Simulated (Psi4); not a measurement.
# triplet BBr2Cl at 3 levels

Wanted: a comparison of 3 runs (UBLYP/6-31G*, UM06-L/6-31G*, USVWN5/6-31G*) of triplet BBr2Cl. 

The results are computed with Psi4 1.11.

6 further runs of the same task are left out: 6 that didn't finish.

## 1. Starting point

BBr2Cl has 4 atoms, charge 0, and is taken as a triplet. As SMILES of the parent species, `ClB(Br)Br`. The coordinates come from a PBE0-D4/def2-TZVP relaxation. That shape belongs to the parent species and isn't relaxed for this state.

Bond lengths: Cl1–B2 1.732 Å, B2–Br3 1.899 Å, B2–Br4 1.899 Å. Angles: Cl1–B2–Br3 120.0°, Cl1–B2–Br4 120.0°, Br3–B2–Br4 119.9°.

## 2. The energy at UBLYP/6-31G(d) (spherical functions) (run 1)

Contents of bbr2cl_ase.py:

```python
import numpy as np
from ase.calculators.psi4 import Psi4
from ase import Atoms

a = Atoms(['Cl', 'B', 'Br', 'Br'], positions=[
    [-0.203300, -1.644940, 0.633550],
    [-0.004820, -0.039040, 0.015030],
    [1.283490, 1.123730, 0.785650],
    [-1.075360, 0.560270, -1.434250],
])
calc = Psi4(atoms=a, method='blyp', basis='6-31G*', memory='2200MB', num_threads=1, charge=0, multiplicity=3, label='psi4-calc', reference='uks')
calc.psi4.set_options({'puream': True, 'e_convergence': 1e-09, 'd_convergence': 1e-08, 'scf_type': 'pk', 'dft_radial_points': 99, 'dft_spherical_points': 590, 'maxiter': 100})
a.calc = calc

print(f'energy: {a.get_potential_energy():.6f} eV')
```

Command:

```console
$ python bbr2cl_ase.py
```

psi4-calc.dat:

```text
[...]
  Running in c1 symmetry.
[...]
  Nuclear repulsion =  520.816737110010990
[...]
  Multiplicity = 3
[...]
  Nalpha       = 47
  Nbeta        = 45
[...]
    Number of basis functions: 96
[...]
   @UKS iter   1: -5632.05656323947642   -1.88842e+00   2.24038e-02 ADIIS/DIIS
[...]
   @UKS iter  15: -5632.69618021597853   -7.27596e-12   7.60259e-09 DIIS
[...]
   @S^2 Observed:                2.003152428E+00
[...]
  @UKS Final Energy: -5632.69618021597853
   => Energetics <=
    Nuclear Repulsion Energy =            520.8167371100109904
    One-Electron Energy =               -8868.7085505594059214
    Two-Electron Energy =                2930.1648861718022090
    DFT Exchange-Correlation Energy =    -214.9692529383865462
    Empirical Dispersion Energy =           0.0000000000000000
    VV10 Nonlocal Energy =                  0.0000000000000000
    Total Energy =                      -5632.6961802159785293
[...]
 Multipole Moments:
 ------------------------------------------------------------------------------------
     Multipole            Electronic (a.u.)      Nuclear  (a.u.)        Total (a.u.)
 ------------------------------------------------------------------------------------
 L = 1.  Multiply by 2.5417464519 to convert [e a0] to [Debye]
 Dipole X            :          0.7426889           -0.7122285            0.0304604
 Dipole Y            :          6.0092360           -5.7627582            0.2464778
 Dipole Z            :         -2.3144645            2.2195378           -0.0949267
 Magnitude           :                                                    0.2658763
[...]
```

The script printed:

```text
energy: -153273.470118 eV
```

Run time: 30 s. Hardware: 1 thread of Intel Xeon at 2.50GHz (Skylake/Cascade Lake), shared host; peak memory 0.81 GiB.

## 3. A single-point energy at UM06-L/6-31G(d) (spherical functions) (run 2)

Contents of bbr2cl.inp:

```
memory 2200 mb

molecule {
  0 3
  Cl
  B 1 R2
  Br 2 R3 1 A3
  Br 2 R4 1 A4 3 D4

  R2 = 1.732304
  R3 = 1.89885
  A3 = 120.03339
  R4 = 1.898853
  A4 = 120.0335
  D4 = -179.99939
  symmetry c1
}

set globals {
  basis                6-31G*
  reference            uks
  puream               true
  e_convergence        1e-09
  d_convergence        1e-08
  scf_type             pk
  dft_radial_points    99
  dft_spherical_points 590
  maxiter              100
}

e_tot, wfn = energy("m06-l", return_wfn=True)
oeprop(wfn, "QUADRUPOLE", "WIBERG_LOWDIN_INDICES", "LOWDIN_CHARGES", title="M06-L")
print_variables()
```

Command:

```console
$ psi4 -n 1 bbr2cl.inp bbr2cl.out
```

bbr2cl.out:

```text
[...]
  Running in c1 symmetry.
[...]
  Nuclear repulsion =  520.816684928253608
[...]
  Multiplicity = 3
[...]
  Nalpha       = 47
  Nbeta        = 45
[...]
    Number of basis functions: 96
[...]
   @UKS iter   1: -5631.89049022766267   -2.06471e+00   2.15067e-02 DIIS/ADIIS
[...]
   @UKS iter  14: -5632.45591646167213   -1.18234e-10   9.97284e-09 DIIS
[...]
   @S^2 Observed:                2.008597204E+00
[...]
  @UKS Final Energy: -5632.45591646167213
   => Energetics <=
    Nuclear Repulsion Energy =            520.8166849282536077
    One-Electron Energy =               -8869.7585481369969784
    Two-Electron Energy =                2931.3174059746615967
    DFT Exchange-Correlation Energy =    -214.8314592275901873
    Empirical Dispersion Energy =           0.0000000000000000
    VV10 Nonlocal Energy =                  0.0000000000000000
    Total Energy =                      -5632.4559164616721318
[...]
 Multipole Moments:
 ------------------------------------------------------------------------------------
     Multipole            Electronic (a.u.)      Nuclear  (a.u.)        Total (a.u.)
 ------------------------------------------------------------------------------------
 L = 1.  Multiply by 2.5417464519 to convert [e a0] to [Debye]
 Dipole X            :         -0.0000268            0.0000206           -0.0000062
 Dipole Y            :         -0.0000009           -0.0000009           -0.0000018
 Dipole Z            :          6.7510845           -6.2163505            0.5347341
 Magnitude           :                                                    0.5347341
 L = 2.  Multiply by 1.3450342976 to convert [e a0^2] to [Debye ang]
 Quadrupole XX       :        -41.5500773            0.0000000          -41.5500773
 Quadrupole XY       :          0.0035711           -0.0035960           -0.0000250
[...]
```

Run time: 51 s. Hardware: 1 thread of Intel Xeon at 2.50GHz (Skylake/Cascade Lake), shared host; peak memory 0.88 GiB.

## 4. Energy and forces at USVWN5/6-31G(d) (spherical functions) (run 3)

Contents of bbr2cl.inp:

```
memory 2200 MB

molecule {
  0 3
  Cl    -0.38418132    -3.10848609     1.19723599
  B     -0.00910848    -0.07377491     0.02840258
  Br     2.42544458     2.12354194     1.48466333
  Br    -2.03213589     1.05875686    -2.71033969
  units bohr
  symmetry c1
  no_reorient
  no_com
}

set basis 6-31G*
set reference uks
set puream true
set e_convergence 1e-09
set d_convergence 1e-08
set scf_type pk
set dft_radial_points 99
set dft_spherical_points 590
set maxiter 100

gradient("scf", dft_functional={"name": "SVWN5", "x_functionals": {"LDA_X": {}}, "c_functionals": {"LDA_C_VWN": {}}})
print_variables()
```

Command:

```console
$ psi4 -n 1 bbr2cl.inp bbr2cl.out
```

bbr2cl.out:

```text
[...]
  Running in c1 symmetry.
[...]
  Nuclear repulsion =  520.816737401890350
[...]
  Multiplicity = 3
[...]
  Nalpha       = 47
  Nbeta        = 45
[...]
    Number of basis functions: 96
[...]
   @UKS iter   1: -5623.16917325400664   -1.85722e+00   2.24106e-02 ADIIS/DIIS
[...]
   @UKS iter  15: -5623.81944234816638   -8.18545e-12   1.71073e-09 DIIS
[...]
   @S^2 Observed:                2.001999509E+00
[...]
  @UKS Final Energy: -5623.81944234816638
   => Energetics <=
    Nuclear Repulsion Energy =            520.8167374018903502
    One-Electron Energy =               -8868.3906105658606975
    Two-Electron Energy =                2929.8031491094066041
    DFT Exchange-Correlation Energy =    -206.0487182936017518
    Empirical Dispersion Energy =           0.0000000000000000
    VV10 Nonlocal Energy =                  0.0000000000000000
    Total Energy =                      -5623.8194423481663762
[...]
  -Total Gradient:
     Atom            X                  Y                   Z
    ------   -----------------  -----------------  -----------------
       1        0.002102220414     0.017007707170    -0.006550665836
       2       -0.000346969618    -0.002807590495     0.001082297987
       3       -0.007256069914    -0.008627702967    -0.003266455734
       4        0.005499852648    -0.005580236264     0.008737835498
[...]
```

Wall time 45 s (1 thread of Intel Xeon at 2.50GHz (Skylake/Cascade Lake), shared host); peak memory 0.49 GiB.

## 5. All runs side by side

```tsv
run	level	task	energy (Eh)	dipole moment (D)	HOMO energy (eV)	⟨S²⟩	wall time
1	UBLYP/6-31G* (spherical functions)	energy	-5632.696180	0.68	-2.34	2.003	30 s
2	UM06-L/6-31G* (spherical functions)	energy	-5632.455916	1.36	-2.64	2.009	51 s
3	USVWN5/6-31G* (spherical functions)	gradient	-5623.819442	0.64	-2.56	2.002	45 s
```

## 6. Results

| quantity | value |
| --- | --- |
| run 3: total energy | -5623.81944 Eh |
| run 3: dipole moment | 0.64 D |
| run 3: HOMO energy (highest over α and β) | -2.56 eV |
| run 3: ⟨S²⟩ | 2.002 |
| run 3: largest force on an atom | 0.943 eV/Å |

**Reading.** The dipole moment (its size) runs from 0.64 D (USVWN5/6-31G*) to 1.36 D (UM06-L/6-31G*). Totals of different functionals can't be ranked against each other. All runs together took 2.1 min, the longest 51 s.
